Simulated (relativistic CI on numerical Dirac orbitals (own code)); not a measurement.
# W LXVIII (W⁶⁷⁺): levels and lines

Aim: the low levels of W⁶⁷⁺, their labels and the strongest lines; further runs change one setting each.

Method: Dirac-Coulomb-Breit CI, KLI orbitals optimised for each configuration, model QED (radiative potential, 1s self-energy scaled to tabulated hydrogen-like ionisation energies). Code: relativistic CI on numerical Dirac orbitals (own code) version 2.

### 1 Starting point

| Property | Result |
| --- | --- |
| ion | W⁶⁷⁺ (W LXVIII) |
| nuclear charge | 74 |
| electrons | 7 |
| isotope | A = 184 |
| first configuration typed | [He] 2s2 2p3 |

The outer shells:

first configuration typed
```
[He] core
2s [↑↓]
2p [↑ ][↑ ][↑ ]
```

### 2 The main run

The run's settings:

```ini
atom W  Z=74  charge=67  electrons=7
nucleus A=184  rms_radius_fm=5.3658
hamiltonian dirac-coulomb  breit=on  qed=on  c_scale=1
orbitals kli  potential=per-configuration
slater_scale 1
correlation none
mixing on
configurations
  [He] 2s2 2p3
  [He] 2s 2p4
  [He] 2p5
  [He] 2p4 3s
  [He] 2p4 3p
  [He] 2s2 2p2 3s
  [He] 2p4 3d
  [He] 2s2 2p2 3p
  [He] 2s2 2p2 3d
  [He] 2s 2p3 3s
  [He] 2s 2p3 3p
  [He] 2s 2p3 3d
  [He] 2s2 2p2 4s
  [He] 2s2 2p2 4p
  [He] 2s2 2p2 4d
  [He] 2s2 2p2 4f
  [He] 2s2 2p 3s2
  [He] 2s 2p3 4s
  [He] 2s2 2p 3s 3p
  [He] 2s 2p3 4p
  [He] 2s 2p3 4d
  [He] 2s2 2p2 5s
  [He] 2s2 2p 3s 3d
  [He] 2s 2p3 4f
  [He] 2s2 2p 3p2
  [He] 2s2 2p2 5p
  [He] 2s2 2p2 5d
  [He] 2s2 2p2 5f
  [He] 2s2 2p2 5g
  [He] 2s2 2p 3p 3d
  [He] 2s 2p2 3s2
  [He] 2s2 2p 3d2
  [He] 2s 2p2 3s 3p
  [He] 2s 2p2 3s 3d
  [He] 2s 2p2 3p2
  [He] 2s 2p2 3p 3d
end
```

### 3 Without the Breit term

Settings: those of step 2 with these lines changed.

```diff
@@ -2,3 +2,3 @@
 nucleus A=184  rms_radius_fm=5.3658
-hamiltonian dirac-coulomb  breit=on  qed=on  c_scale=1
+hamiltonian dirac-coulomb  breit=off  qed=on  c_scale=1
 orbitals kli  potential=per-configuration
```

### 4 The first configuration alone

The run's settings:

```ini
atom W  Z=74  charge=67  electrons=7
nucleus A=184  rms_radius_fm=5.3658
hamiltonian dirac-coulomb  breit=on  qed=on  c_scale=1
orbitals kli  potential=per-configuration
slater_scale 1
correlation none
mixing on
configurations
  [He] 2s2 2p3
end
```

(Steps that only read results are left out.)

Q: Predict the outcome of this session. Wanted: lowest level; first excitation; lowest level of the other parity; fastest E1 line; ionisation energy.

**Answer**, as computed:

| run | time | mean size of shift, levels followed (cm⁻¹) | lowest level | ionisation energy (eV) |
| --- | --- | --- | --- | --- |
| main run | 2.8 s | 0 | 2p3 [2p3/2] J=3/2° | 16632 |
| without the Breit term | 1.2 s | 126153 | 2p3 [2p3/2] J=3/2° | 16648 |
| the first configuration alone | 0.028 s | 14419 | 2p3 [2p3/2] J=3/2° | - |

The semi-empirical ionisation energy (NIST) is 16588 eV.

```
                                                                         quantity                                                  value
                                                                     lowest level                                     2p3 [2p3/2] J=3/2°
                                                                 first excitation                 2p3 [2p1/2 2p3/2^2] J=3/2°, 1388.44 eV
                                                 lowest level of the other parity                  2s 2p4 [2s 2p3/2^2] J=5/2, 1735.79 eV
                                                              levels in the model                                                   1461
fastest E1 line (by rate) to the lowest level among the lowest 400 of 1461 levels  0.1141 nm, from 2p2 3d [2p1/2 2p3/2 3d3/2] J=5/2 (ii)
                                                                ionisation energy                                               16632 eV
                                         ionisation energy, semi-empirical (NIST)                                               16588 eV
```

What this shows: 2p3 [2p3/2] J=3/2° comes out lowest; its LS label holds 49 % and its jj label 100 %; over the low levels the means are 70 and 100 %, so jj coupling describes them better. Against the semi-empirical ionisation energy the result lies 0.27 % high. The largest mover is «without the Breit term» (126153 cm⁻¹ on average). Lifetimes count radiative decay inside the model alone.
